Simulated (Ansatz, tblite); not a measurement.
# [InFH3]- (InH₃F−): charged states by level of theory

One table from this session's results is given with a row withheld; the runs are named, their logs left out.

Method: as each input shows; program: Ansatz 0.2.0, Gaussian basis.

Plan: charge 0 doublet, at the geometry of the singlet (PBE0-D4/def2-TZVPD, PBE-D4/def2-TZVPD, r2SCAN-D4/def2-TZVPD, LC-ωPBE(0.10)/def2-TZVPD, LC-ωPBE(0.15)/def2-TZVPD, LC-ωPBE(0.20)/def2-TZVPD, LC-ωPBE(0.30)/def2-TZVPD, CCSD(T)/def2-TZVPPD); charge 0 doublet, relaxed (PBE0-D4/def2-TZVPD, PBE-D4/def2-TZVPD); the starting singlet's energies come from earlier runs.

2 further runs of the same task are left out: 2 set aside as unsound or not needed. Runs told in other sessions of the task aren't counted.

### The structure

The singlet was relaxed beforehand with B3LYP-D4/def2-TZVPD.

5 atoms, charge -1, spin multiplicity 1.

Atoms are counted from 1 here; the program's logs count them from 0.

Bond lengths: In1–F2 2.070 Å, In1–H3 1.780 Å, In1–H4 1.780 Å, In1–H5 1.780 Å. Angles: F2–In1–H3 104.7°, F2–In1–H4 104.7°, F2–In1–H5 104.7°, H3–In1–H4 113.8°, H3–In1–H5 113.8°, H4–In1–H5 113.8°.

Geometry (Å):

```csv
atom,x (Å),y (Å),z (Å)
In1,-0.0008,0.0014,-0.1437
F2,0.0110,-0.0185,1.9262
H3,1.7181,0.0108,-0.6039
H4,-0.8685,1.4940,-0.5749
H5,-0.8598,-1.4877,-0.6037
```

In takes a core potential in the def2 sets. No spin-orbit coupling is included. The ion is computed in the gas phase, without counter-ions or solvent.

Set-up of the first run:

File in.yaml:

```yaml
crystal:
  periodic: [false, false, false]
  atoms:
    - {symbol: In, position_ang: [-0.000814, 0.001389, -0.143676]}
    - {symbol: F, position_ang: [0.011016, -0.018520, 1.926217]}
    - {symbol: H, position_ang: [1.718124, 0.010822, -0.603943]}
    - {symbol: H, position_ang: [-0.868514, 1.493987, -0.574918]}
    - {symbol: H, position_ang: [-0.859812, -1.487667, -0.603669]}
basis:
  gaussian: {orbitals: def2-TZVPD}
magnetization: {spin_polarized: true, initial_magnetization: 1}
hamiltonian: {xc: pbe0, dispersion: d4}
output: {orbitals: {seedname: orbitals}}
```

On the command line:

```bash
> ansatz run in.yaml --threads 4 --pin off --events-out ev --progress --plain --max-ram 3916MiB
```

Among the steps run: Charge 0 doublet at the fixed geometry, PBE0-D4/def2-TZVPD; Charge 0 doublet at the fixed geometry, PBE-D4/def2-TZVPD; Charge 0 doublet at the fixed geometry, r2SCAN-D4/def2-TZVPD; Charge 0 doublet at the fixed geometry, LC-ωPBE(0.10)/def2-TZVPD; Charge 0 doublet at the fixed geometry, LC-ωPBE(0.15)/def2-TZVPD; Charge 0 doublet at the fixed geometry, LC-ωPBE(0.20)/def2-TZVPD; Charge 0 doublet at the fixed geometry, LC-ωPBE(0.30)/def2-TZVPD; Charge 0 doublet at the fixed geometry, CCSD(T)/def2-TZVPPD.

One table of the session follows, with a row left open; its other results are not shown here.

It belongs to the step «Vertical ionisation energy». 

```
              method  vertical ionisation energy (eV)
      HF/def2-TZVPPD                             4.39
   PBE-D4/def2-TZVPD                             4.36
r2SCAN-D4/def2-TZVPD                             4.51
  PBE0-D4/def2-TZVPD                             4.72
     MP2/def2-TZVPPD                             5.02
    CCSD/def2-TZVPPD                                ?
 CCSD(T)/def2-TZVPPD                             4.98
```

Estimate the missing values for CCSD/def2-TZVPPD.

The run gave: vertical ionisation energy (eV): 5.03. In the column «vertical ionisation energy (eV)» it is the highest.
